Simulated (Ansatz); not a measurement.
Geometry optimisation, DFT r2SCAN, scalar-relativistic, plane waves, PAW in Ansatz 0.2.0.

input.yaml

```yaml
crystal:
  lattice:
    - [8.1, 0.0, 0.0]
    - [0.0, 8.1, 0.0]
    - [0.0, 0.0, 8.1]
  atoms:
    - { symbol: Al, position: [0.4944138, 0.0003959, -0.0027262] }
    - { symbol: Al, position: [0.7526662, 0.2482746, 0.0008746] }
    - { symbol: Al, position: [0.7576883, 0.0019964, 0.2502653] }
    - { symbol: Ti, position: [0.0063571, -0.0066662, 0.0087154] }
    - { symbol: Al, position: [0.2503277, 0.2438239, 0.0003571] }
    - { symbol: Al, position: [0.5024583, 0.5022707, 0.0062605] }
    - { symbol: Al, position: [0.7489324, 0.7527422, -0.0012704] }
    - { symbol: Al, position: [0.2497993, -0.003974, 0.2447913] }
    - { symbol: Al, position: [0.4977232, 0.247658, 0.2513789] }
    - { symbol: Al, position: [0.7456399, 0.4974013, 0.2459545] }
    - { symbol: Al, position: [0.4994324, -0.0023306, 0.4986569] }
    - { symbol: Al, position: [0.7453218, 0.253616, 0.5021102] }
    - { symbol: Al, position: [0.7530057, -0.0038605, 0.7530049] }
    - { symbol: Al, position: [-0.0017886, 0.5037672, -0.0009374] }
    - { symbol: Al, position: [0.2519485, 0.7515612, -0.0042249] }
    - { symbol: Al, position: [0.0005891, 0.2503249, 0.2454772] }
    - { symbol: Al, position: [0.2452639, 0.5011795, 0.2481616] }
    - { symbol: Al, position: [0.5002126, 0.7514973, 0.2507942] }
    - { symbol: Al, position: [0.0037425, -0.0010365, 0.4992247] }
    - { symbol: Al, position: [0.2468624, 0.2551648, 0.4970157] }
    - { symbol: Al, position: [0.5024875, 0.5053174, 0.4965431] }
    - { symbol: Al, position: [0.7511116, 0.7525812, 0.4981288] }
    - { symbol: Al, position: [0.2475076, 0.0007114, 0.7498369] }
    - { symbol: Al, position: [0.4976599, 0.2481722, 0.7552227] }
    - { symbol: Al, position: [0.7548739, 0.4993233, 0.7490478] }
    - { symbol: Al, position: [-0.0019613, 0.7468223, 0.2503689] }
    - { symbol: Al, position: [0.0021302, 0.5047315, 0.5013618] }
    - { symbol: Al, position: [0.253443, 0.7528178, 0.498123] }
    - { symbol: Al, position: [0.0046783, 0.2488721, 0.7514791] }
    - { symbol: Al, position: [0.2490688, 0.502009, 0.7496582] }
    - { symbol: Al, position: [0.5001418, 0.7422211, 0.7494608] }
basis:
  ecutwfc: 500.0
kpoints:
  mp_grid: { grid: [2, 2, 2] }
hamiltonian:
  xc: r2scan
  pseudopotentials: { kind: paw, azcp: { folder: soft_1 } }
scf:
  occupations: { method: gaussian, width: 0.05 }
  lower_state_search: "off"
relax:
  f_tol: 0.03
  max_steps: 60
  adjacent_minimum: "off"
output:
  write_density: true
  write_potential: true
  elf: true
  volumetric_format: npy
```

Launched with:

```bash
$ ansatz run input.yaml --threads 4 --pin off --max-ram 10240MiB --backend cpu --events-out ev --progress --plain --runs-dir out
```

Task: Where does it end, and by what steps?

Result: It converged. Limits of this set-up: coarse k mesh, a small cell, in which the defect meets its images, a typed lattice constant that wasn't relaxed here. After 3 steps the energy has fallen by 0.239 eV; Ti4 moved furthest, 0.12 Å.

```
step  energy less start (eV)  largest force component (eV/Å)  accepted
   0                  0.0000                           0.498       yes
   1                 -0.2176                           0.254       yes
   2                 -0.2337                           0.064       yes
   3                 -0.2392                           0.018       yes
```

```xyz
31
Lattice="8.1000 0.0000 0.0000 0.0000 8.1000 0.0000 0.0000 0.0000 8.1000" Properties=species:S:1:pos:R:3
Al 4.053 0.002 0.000
Al 6.047 2.042 0.022
Al 6.045 0.022 2.039
Ti 0.006 0.060 0.060
Al 2.060 2.041 0.020
Al 4.053 4.063 0.011
Al 6.069 6.076 0.000
Al 2.063 0.022 2.040
Al 4.055 2.013 2.014
Al 6.056 4.039 2.023
Al 4.053 0.010 4.065
Al 6.054 2.024 4.039
Al 6.069 0.003 6.074
Al 0.006 4.077 -0.010
Al 2.040 6.077 -0.001
Al 0.003 2.054 2.051
Al 2.048 4.040 2.024
Al 4.052 6.064 2.015
Al 0.005 -0.005 4.069
Al 2.049 2.026 4.039
Al 4.054 4.015 4.015
Al 6.032 6.031 4.029
Al 2.039 0.001 6.074
Al 4.052 2.016 6.065
Al 6.032 4.028 6.032
Al 0.004 6.076 2.041
Al 0.001 4.020 4.021
Al 2.069 6.032 4.028
Al 0.004 2.042 6.077
Al 2.069 4.030 6.033
Al 4.054 6.063 6.063
```

Whether the end is a true minimum wasn't checked by a vibrational analysis.

Time of the run: 96 s on 4 threads of Arm Neoverse V1, on a shared host, peak memory 2.6 GiB.
